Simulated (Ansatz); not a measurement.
# C₄H₂F₄: up Jacob's ladder to CCSD(T)

Aim: compute C₄H₂F₄ with functionals from several rungs and with coupled cluster, and see how far each lands from CCSD(T) at the basis-set limit for the atomisation energy.

Method: functionals in def2-TZVPP, the program's frozen cores in correlated methods; program: Ansatz 0.2.0, Gaussian basis.

Plan: LDA (SPW92), PBE-D4, revPBE-D4, BLYP-D4, r2SCAN-D4, B97M-V, PBE0-D4, B3LYP-D4, r2SCANh-D4, r2SCAN0-D4, HSE06-D4, BHLYP-D4, CAM-B3LYP-D4, LC-ωPBE, ωB97X-V, ωB97M-V, B2PLYP, PBE-QIDH; CCSD(T)/def2-SVP; CCSD(T)/def2-TZVPP; MP2/def2-QZVPP; extrapolation to the limit; RPA on PBE.

## (1) The relaxed structure

The geometry comes from an earlier relaxation with PBE0-D4 in a triple-zeta def2 set; it is a stationary point, not always the lowest conformer.

SMILES `FC1=CC(F)C1(F)F`, 10 atoms, charge 0, spin multiplicity 1.

Atoms are counted from 1 here; the program's logs count them from 0.

Bond lengths: F1–C2 1.307 Å, C2–C3 1.331 Å, C2–C6 1.498 Å, C3–C4 1.505 Å, C3–H9 1.080 Å, C4–F5 1.367 Å, C4–C6 1.557 Å, C4–H10 1.093 Å, C6–F7 1.339 Å, C6–F8 1.348 Å. Angles: F1–C2–C3 134.2°, F1–C2–C6 129.9°, C3–C2–C6 95.8°, C2–C3–C4 92.8°, C2–C3–H9 134.9°, C4–C3–H9 132.2°, C3–C4–F5 115.3°, C3–C4–C6 86.7°, C3–C4–H10 117.1°, F5–C4–C6 114.0°, F5–C4–H10 108.5°, C6–C4–H10 114.1°, C2–C6–C4 84.7°, C2–C6–F7 117.2°, C2–C6–F8 116.0°, C4–C6–F7 114.9°, C4–C6–F8 115.7°, F7–C6–F8 107.4°.

## (2) LDA

This LDA is Slater exchange with PW92 correlation.

The input, in.yaml:

```yaml
crystal:
  periodic: [false, false, false]
  atoms:
    - {symbol: F, position_ang: [-1.198720, -1.715282, 1.208711]}
    - {symbol: C, position_ang: [-0.568609, -0.716490, 0.648321]}
    - {symbol: C, position_ang: [-0.122521, 0.459835, 1.081912]}
    - {symbol: C, position_ang: [0.527809, 0.783273, -0.236165]}
    - {symbol: F, position_ang: [0.011559, 1.865601, -0.892441]}
    - {symbol: C, position_ang: [-0.022515, -0.583689, -0.739976]}
    - {symbol: F, position_ang: [-0.908308, -0.501141, -1.741194]}
    - {symbol: F, position_ang: [0.907600, -1.491159, -1.099591]}
    - {symbol: H, position_ang: [-0.161099, 0.990199, 2.021434]}
    - {symbol: H, position_ang: [1.617805, 0.857653, -0.248011]}
basis:
  gaussian: {orbitals: def2-TZVPP}
hamiltonian: {xc: lda}
output: {orbitals: {seedname: orbitals}}
```

Run with:

```bash
$ ansatz run in.yaml --threads 4 --pin off --events-out ev --progress --plain --max-ram 11315MiB
```

Further steps of the session: PBE-D4 (GGA); revPBE-D4 (GGA); BLYP-D4 (GGA); r2SCAN-D4 (meta-GGA); B97M-V (meta-GGA); PBE0-D4 (hybrid); B3LYP-D4 (hybrid); r2SCANh-D4 (hybrid); r2SCAN0-D4 (hybrid); HSE06-D4 (hybrid); BHLYP-D4 (hybrid); CAM-B3LYP-D4 (range-separated); LC-ωPBE (range-separated); ωB97X-V (range-separated); ωB97M-V (range-separated); B2PLYP (double hybrid); PBE-QIDH (double hybrid); CCSD(T) in def2-SVP; CCSD(T) in def2-TZVPP; MP2 in def2-QZVPP; RPA on PBE orbitals.

**Question.** What will the summary of the whole plan be? Wanted: atomisation energy, CCSD(T)/CBS; farthest beyond LDA; mean size of error, GGA; mean size of error, meta-GGA; mean size of error, hybrid; mean size of error, range-separated; mean size of error, double hybrid; gap, smallest and largest; T1 diagnostic.

The runs gave:

```
                               quantity                                      value
        atomisation energy, CCSD(T)/CBS                                  45.180 eV
    functionals within 0.226 eV (0.5 %)             B3LYP-D4, r2SCANh-D4, PBE-QIDH
                    farthest beyond LDA                         PBE-D4 (+2.636 eV)
                mean size of error, GGA                                   1.286 eV
           mean size of error, meta-GGA                                   0.387 eV
             mean size of error, hybrid                                   0.875 eV
    mean size of error, range-separated                                   0.461 eV
      mean size of error, double hybrid                                   0.276 eV
              gap, smallest and largest  5.50 eV (LDA (SPW92)), 13.05 eV (LC-ωPBE)
                          T1 diagnostic                                     0.0124
triples share of the correlation energy                                      3.6 %
```

What this shows: The LDA atomisation energy is off by 9.884 eV (22 %): it overbinds. PBE-D4 is off by +2.636 eV. Double hybrids carry the basis error of their MP2 part in triple zeta, and no dispersion term here, so their miss is partly the set-up's. Taken by rung, double hybrid functionals do best (0.276 eV on average) and GGA ones worst beyond LDA (1.286 eV). The gap between the best rungs is small, so their order is not settled. Misses under about 0.226 eV are within the doubt on the reference itself, which lacks core-valence correlation, relativity and higher excitations. Hartree-Fock recovers 69 % of the binding; the rest is correlation. CCSD(T) in def2-SVP is off by -2.087 eV, which most functionals beat. The gap grows from 5.5 to 13.0 eV across the functionals, mostly with the share of exact exchange.
